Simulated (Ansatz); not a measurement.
# CHGeSi (quartet): from Hartree-Fock to the top rungs, cc-pVDZ

The task here is to estimate one member of a computed series from the others.

Computed with Ansatz 0.2.0, Gaussian basis. Level: cc-pVDZ, core rule «outside noble gas», up to 20 orbitals frozen.

The runs, in order: UHF; CCSD(T) on ROHF; CCSD(T) on UHF; BCCD(T) on ROHF; CISD; CCSDT(Q) on ROHF; CCSDT(Q) on UHF.

42 further runs of the same task are left out: 29 that didn't finish, 13 set aside as unsound or not needed.

### The system

The geometry is a PBE0/def2-TZVP stationary point (not a proven minimum). No spin-orbit coupling is included. The filled d shell of Ge may be among the frozen orbitals whatever the setting's name suggests; the logs give the count.

4 atoms, charge 0, spin multiplicity 4.

Atoms are counted from 1 here; the program's logs count them from 0.

Bond lengths: C1–Si2 1.685 Å, C1–H4 1.075 Å, Si2–Ge3 2.318 Å. Angles: Si2–C1–H4 180.0°, C1–Si2–Ge3 180.0°.

The first run:

in.yaml reads:

```yaml
crystal:
  periodic: [false, false, false]
  atoms:
    - {symbol: C, position_ang: [0.000000, 0.000000, 1.153122]}
    - {symbol: Si, position_ang: [0.000000, 0.000000, -0.531576]}
    - {symbol: Ge, position_ang: [0.000000, 0.000000, -2.849718]}
    - {symbol: H, position_ang: [0.000000, 0.000000, 2.228172]}
basis:
  gaussian: {orbitals: cc-pVDZ}
magnetization: {spin_polarized: true, initial_magnetization: 3}
hamiltonian: {xc: hf}
output: {orbitals: {seedname: orbitals}}
```

On the command line:

```sh
$ ansatz run in.yaml --threads 1 --pin off --events-out ev --progress --plain --max-ram 2393MiB
```

Steps of the session up to this table: UHF; CCSD(T) on ROHF; CCSD(T) on UHF; BCCD(T) on ROHF; CISD; CCSDT(Q) on ROHF; CCSDT(Q) on UHF.

One table of the session follows, with a row left open; its other results are not shown here.

| method | from RCCSDT(Q) (kJ/mol) |
| --- | --- |
| ROHF | +803.2 |
| UHF | +756.8 |
| RMP2 | +145.0 |
| UMP2 | +170.8 |
| CISD | +128.9 |
| RCCSD | ? |
| UCCSD | +42.6 |
| RCCSD(T) | +9.1 |
| UCCSD(T) | +10.0 |
| BCCD(T) | +9.2 |
| RCCSDT | +3.6 |
| UCCSDT | +2.8 |
| RCCSDT(Q) | 0 |
| UCCSDT(Q) | -0.7 |

**Question.** Estimate the row for RCCSD.

The run gave: from RCCSDT(Q) (kJ/mol): +45.3. In the column «from RCCSDT(Q) (kJ/mol)» it lies between UCCSD (+42.6) and CISD (+128.9).

With the free atoms at the same levels and basis (separate runs), the atomisation energy is 9.007 eV at RCCSDT(Q), 8.942 eV at RCCSD(T), 8.922 eV at UCCSD(T), 6.335 eV at ROHF.

Caveats from the session: Restricted and unrestricted rows rest on different reference determinants; where their highest levels disagree by more than a few hundredths of an eV, they describe different states and don't form one ladder.
